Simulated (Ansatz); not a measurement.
# AsH5OSi, SMILES O[AsH][SiH3]: the energy of protonation at one site

Computed with Ansatz's Python interface.

Notebook, run cell by cell (the value of a cell's last expression is shown):

In [1]:
```python
import ansatz as az
import numpy as np
```

In [2]:
```python
geometry_ang = [
    ("O", [-1.3278, 0.1353, -1.2525]),
    ("As", [-0.5978, 1.1596, 0.0777]),
    ("Si", [0.5707, -0.673, 0.8233]),
    ("H", [-1.7706, 0.8617, -1.8257]),
    ("H", [0.584, 1.6102, -0.864]),
    ("H", [1.6482, -0.2108, 1.7683]),
    ("H", [1.2534, -1.3557, -0.3023]),
    ("H", [-0.2681, -1.5844, 1.5194]),
]
geometry = az.Crystal.molecule()
for symbol, xyz in geometry_ang:
    geometry = geometry.atom(symbol, xyz)
```

In [3]:
```python
model = (
    geometry.calculation()
    .basis(gaussian="def2-SVP")  # atom-centred Gaussian functions
    .correlation("mp2")  # correlation on top of the mean field
)
symbols = [site.symbol for site in geometry.cartesian_sites]
start = np.array([site.position_ang for site in geometry.cartesian_sites], dtype=float)
summary = model.relax(force_tolerance=0.01).run(threads=1, pin="off").report
end = np.array(summary["positions_ang"])
```

In [4]:
```python
# put the proton on the side away from the neighbours, slightly off axis
away = sum((end[0] - end[j]) / np.linalg.norm(end[0] - end[j]) for j in [1, 3]) + np.array([0.15, 0.1, -0.2])
proton = end[0] + 1.0 * away / np.linalg.norm(away)
acid = az.Crystal.molecule()
for symbol, place in zip(symbols, end):
    acid = acid.atom(symbol, place.tolist())
acid = acid.atom("H", proton.tolist())
protonated = (
    acid.calculation()
    .basis(gaussian="def2-SVP")  # the orbital basis, by name
    .correlation("mp2")
    .charge(1)  # electrons removed from the neutral system
    .relax(force_tolerance=0.01, max_steps=80)
)
after = protonated.run(threads=1, pin="off").report
xyz = np.array(after["positions_ang"])
reach = np.linalg.norm(xyz[:-1] - xyz[-1], axis=1)
print(f"base {summary['free_energy_ev']:.5f} eV, protonated {after['free_energy_ev']:.5f} eV")
print(f"the proton ends {reach.min():.3f} A from {symbols[reach.argmin()]}{reach.argmin()}")
print(f"electronic proton affinity {(summary['free_energy_ev'] - after['free_energy_ev']):.3f} eV")
```
```text
base -70776.64602 eV, protonated -70785.49852 eV
the proton ends 0.975 A from O0
electronic proton affinity 8.853 eV
```

Notes:
- Total energies depend on the basis set; only differences at equal settings carry meaning.
- The proton is put on one chosen atom, which needn't be the most basic site, so the molecule's proton affinity can be higher; the ends are stationary points, not checked by frequencies, and zero-point and thermal terms count only where printed.
- Run time: 120 s on 1 thread of Arm Neoverse V1, on a shared host, peak memory 0.29 GiB.
